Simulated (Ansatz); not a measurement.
**CH₄GeSi: single points off equilibrium**

The task here is to estimate one member of a computed series from the others.

Program: Ansatz 0.2.0, Gaussian basis. Level of theory: single points in def2-TZVPP. These are calculated values, not measurements.

Correlated methods freeze the cores. Filled d shells of the heavier atoms are correlated. B3LYP uses VWN-RPA correlation.

**Where the work starts**

SMILES `C#[Si][GeH3]`, 7 atoms, charge 0, spin multiplicity 1.

Atoms are counted from 1 here; the program's logs count them from 0.

Bond lengths: C1–Si2 1.492 Å, C1–H4 1.082 Å, Si2–Ge3 2.290 Å, Ge3–H5 1.652 Å, Ge3–H6 1.680 Å, Ge3–H7 1.656 Å. Angles: Si2–C1–H4 133.8°, C1–Si2–Ge3 161.7°, Si2–Ge3–H5 118.7°, Si2–Ge3–H6 115.5°, Si2–Ge3–H7 120.4°, H5–Ge3–H6 85.3°, H5–Ge3–H7 115.3°, H6–Ge3–H7 91.6°.

Coordinates:

```xyz
7

C    -0.8229   -2.3381    0.5238
Si   -0.4145   -0.9953    0.0163
Ge    0.5912    1.0555   -0.1417
H    -1.2125   -3.2298    0.0514
H     0.0831    2.1010   -1.3160
H     0.0389    2.2179    0.9378
H     2.1547    1.2638    0.3629
```

Set-up of the first run:

The input, run/in.yaml:

```yaml
crystal:
  periodic: [false, false, false]
  atoms:
    - {symbol: C, position_ang: [-0.822900, -2.338100, 0.523800]}
    - {symbol: Si, position_ang: [-0.414500, -0.995300, 0.016300]}
    - {symbol: Ge, position_ang: [0.591200, 1.055500, -0.141700]}
    - {symbol: H, position_ang: [-1.212500, -3.229800, 0.051400]}
    - {symbol: H, position_ang: [0.083100, 2.101000, -1.316000]}
    - {symbol: H, position_ang: [0.038900, 2.217900, 0.937800]}
    - {symbol: H, position_ang: [2.154700, 1.263800, 0.362900]}
basis:
  gaussian: {orbitals: def2-TZVPP}
correlation: {method: ccsd_t}
output: {forces: true}
```

The command line of these runs was not kept.

Among the steps run: CCSD(T)/def2-TZVPP; PBE0-D4/def2-TZVPP; wB97M-V/def2-TZVPP; r2SCAN-D4/def2-TZVPP; PBE-D4/def2-TZVPP; SPW92/def2-TZVPP; B3LYP-D4/def2-TZVPP.

One of the session's tables, all rows but one given; the rest of the session is left out.

```
   method  RMS force component (eV/Å)  angle to CCSD(T) forces (°)  dipole (D)
  CCSD(T)                       3.000                    reference        1.99
  PBE0-D4                       2.715                          2.1        2.38
  wB97M-V                       2.641                          4.9        2.51
r2SCAN-D4                       2.804                          1.0        2.25
   PBE-D4                       2.826                          2.6        2.19
    SPW92                       2.669                          3.5        2.37
 B3LYP-D4                           ?                            ?           ?
```

Q: Estimate the row for B3LYP-D4 from the others.

**Answer.** RMS force component (eV/Å): 2.711; angle to CCSD(T) forces (°): 2.0; dipole (D): 2.31. In the column «RMS force component (eV/Å)» it lies between SPW92 (2.669) and PBE0-D4 (2.715).
